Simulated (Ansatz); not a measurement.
# B27As26: the cost of one run

Program: Ansatz 0.2.0. Level of theory: DFT, PBE, plane-wave PAW, default files, scalar-relativistic, as far as a step names no other. These are calculated values, not measurements.

### 1 The starting structure

The structure is trigonal, space group R3m (No. 160). The conventional cell has a = 10.134 Å, b = 10.134 Å, c = 24.822 Å, α = 90.00°, β = 90.00°, γ = 120.00°. B (site symmetry 3m) has 3 As at 2.11 Å in its first shell of neighbours. Around B (site symmetry m) lie 3 As at 2.07 Å. B (site symmetry m) is surrounded by 4 As at 2.07 Å. B (site symmetry 1) is surrounded by 4 As at 2.07 Å. B (site symmetry 3m) has 4 As at 2.07 Å in its first shell of neighbours. Only part of the 19 independent sites is listed.

Coordinates:

```cif
data_structure
_symmetry_space_group_name_H-M 'R3m:H'
_symmetry_Int_Tables_number 160
_cell_length_a 10.1335
_cell_length_b 10.1335
_cell_length_c 24.8220
_cell_angle_alpha 90.000
_cell_angle_beta 90.000
_cell_angle_gamma 120.000
_cell_volume 2207.45
loop_
_atom_site_label
_atom_site_type_symbol
_atom_site_symmetry_multiplicity
_atom_site_Wyckoff_symbol
_atom_site_fract_x
_atom_site_fract_y
_atom_site_fract_z
_atom_site_occupancy
B1 B 3 a 0.66667 0.33333 0.32850 1
B2 B 9 b 0.11111 0.88889 0.88889 1
B3 B 9 b 0.22222 0.77778 0.77778 1
B4 B 9 b 0.88889 0.44444 0.11111 1
B5 B 18 c 0.00000 0.33333 0.00000 1
B6 B 9 b 0.11111 0.55556 0.88889 1
B7 B 3 a 0.66667 0.33333 0.00000 1
B8 B 9 b 0.77778 0.22222 0.88889 1
B9 B 9 b 0.88889 0.44444 0.77778 1
B10 B 3 a 0.33333 0.66667 0.00000 1
As1 As 9 b 0.77778 0.22222 0.13889 1
As2 As 9 b 0.88889 0.11111 0.02778 1
As3 As 9 b 0.88889 0.44444 0.02778 1
As4 As 18 c 0.00000 0.33333 0.91667 1
As5 As 9 b 0.11111 0.55556 0.80556 1
As6 As 3 a 0.66667 0.33333 0.91667 1
As7 As 9 b 0.77778 0.22222 0.80556 1
As8 As 9 b 0.55556 0.77778 0.02778 1
As9 As 3 a 0.33333 0.66667 0.91667 1
```

The vacant site is at (0.083, 0.083, 0.083) in fractional coordinates of the input's cell.

### 2 Relaxation of the positions

File input.yaml:

```yaml
crystal:
  lattice:
    - [0.0, 7.1655, 7.1655]
    - [7.1655, 0.0, 7.1655]
    - [7.1655, 7.1655, 0.0]
  atoms:
    - { symbol: B, position: [0.0048344172, 0.0048344172, 0.0048344172], spin: 0.5 }
    - { symbol: B, position: [0.0, 0.0, 0.3333333333], spin: 0.5 }
    - { symbol: B, position: [0.0, 0.0, 0.6666666667] }
    - { symbol: B, position: [0.0, 0.3333333333, 0.0], spin: 0.5 }
    - { symbol: B, position: [0.0, 0.3333333333, 0.3333333333] }
    - { symbol: B, position: [0.0, 0.3333333333, 0.6666666667] }
    - { symbol: B, position: [0.0, 0.6666666667, 0.0] }
    - { symbol: B, position: [0.0, 0.6666666667, 0.3333333333] }
    - { symbol: B, position: [0.0, 0.6666666667, 0.6666666667] }
    - { symbol: B, position: [0.3333333333, 0.0, 0.0], spin: 0.5 }
    - { symbol: B, position: [0.3333333333, 0.0, 0.3333333333] }
    - { symbol: B, position: [0.3333333333, 0.0, 0.6666666667] }
    - { symbol: B, position: [0.3333333333, 0.3333333333, 0.0] }
    - { symbol: B, position: [0.3333333333, 0.3333333333, 0.3333333333] }
    - { symbol: B, position: [0.3333333333, 0.3333333333, 0.6666666667] }
    - { symbol: B, position: [0.3333333333, 0.6666666667, 0.0] }
    - { symbol: B, position: [0.3333333333, 0.6666666667, 0.3333333333] }
    - { symbol: B, position: [0.3333333333, 0.6666666667, 0.6666666667] }
    - { symbol: B, position: [0.6666666667, 0.0, 0.0] }
    - { symbol: B, position: [0.6666666667, 0.0, 0.3333333333] }
    - { symbol: B, position: [0.6666666667, 0.0, 0.6666666667] }
    - { symbol: B, position: [0.6666666667, 0.3333333333, 0.0] }
    - { symbol: B, position: [0.6666666667, 0.3333333333, 0.3333333333] }
    - { symbol: B, position: [0.6666666667, 0.3333333333, 0.6666666667] }
    - { symbol: B, position: [0.6666666667, 0.6666666667, 0.0] }
    - { symbol: B, position: [0.6666666667, 0.6666666667, 0.3333333333] }
    - { symbol: B, position: [0.6666666667, 0.6666666667, 0.6666666667] }
    - { symbol: As, position: [0.0833333333, 0.0833333333, 0.4166666667] }
    - { symbol: As, position: [0.0833333333, 0.0833333333, 0.75] }
    - { symbol: As, position: [0.0833333333, 0.4166666667, 0.0833333333] }
    - { symbol: As, position: [0.0833333333, 0.4166666667, 0.4166666667] }
    - { symbol: As, position: [0.0833333333, 0.4166666667, 0.75] }
    - { symbol: As, position: [0.0833333333, 0.75, 0.0833333333] }
    - { symbol: As, position: [0.0833333333, 0.75, 0.4166666667] }
    - { symbol: As, position: [0.0833333333, 0.75, 0.75] }
    - { symbol: As, position: [0.4166666667, 0.0833333333, 0.0833333333] }
    - { symbol: As, position: [0.4166666667, 0.0833333333, 0.4166666667] }
    - { symbol: As, position: [0.4166666667, 0.0833333333, 0.75] }
    - { symbol: As, position: [0.4166666667, 0.4166666667, 0.0833333333] }
    - { symbol: As, position: [0.4166666667, 0.4166666667, 0.4166666667] }
    - { symbol: As, position: [0.4166666667, 0.4166666667, 0.75] }
    - { symbol: As, position: [0.4166666667, 0.75, 0.0833333333] }
    - { symbol: As, position: [0.4166666667, 0.75, 0.4166666667] }
    - { symbol: As, position: [0.4166666667, 0.75, 0.75] }
    - { symbol: As, position: [0.75, 0.0833333333, 0.0833333333] }
    - { symbol: As, position: [0.75, 0.0833333333, 0.4166666667] }
    - { symbol: As, position: [0.75, 0.0833333333, 0.75] }
    - { symbol: As, position: [0.75, 0.4166666667, 0.0833333333] }
    - { symbol: As, position: [0.75, 0.4166666667, 0.4166666667] }
    - { symbol: As, position: [0.75, 0.4166666667, 0.75] }
    - { symbol: As, position: [0.75, 0.75, 0.0833333333] }
    - { symbol: As, position: [0.75, 0.75, 0.4166666667] }
    - { symbol: As, position: [0.75, 0.75, 0.75] }
magnetization:
  spin_polarized: true
total_charge: 2
kpoints:
  mp_grid: { grid: [2, 2, 2] }
scf:
  occupations: { method: fermi_dirac, width: 0.01 }
hamiltonian:
  xc: pbe
  pseudopotentials: { kind: paw }
output:
  forces: true
  stress: true
  populations: true
  efg:
    quadrupole_moments_barn: { B: 0.04059, As: 0.311 }
    contact_densities: true
relax:
  f_tol: 0.03
  max_steps: 40
```

Launch:

```
ansatz run input.yaml --threads 4 --pin off --max-ram 10240MiB --backend cpu --events-out ev --progress --plain --runs-dir out
```

Q: Estimate wall time and peak memory on 4 threads of AMD EPYC 9R45 (Zen 5), shared host.

About 68 s, with a peak of 4.9 GiB.
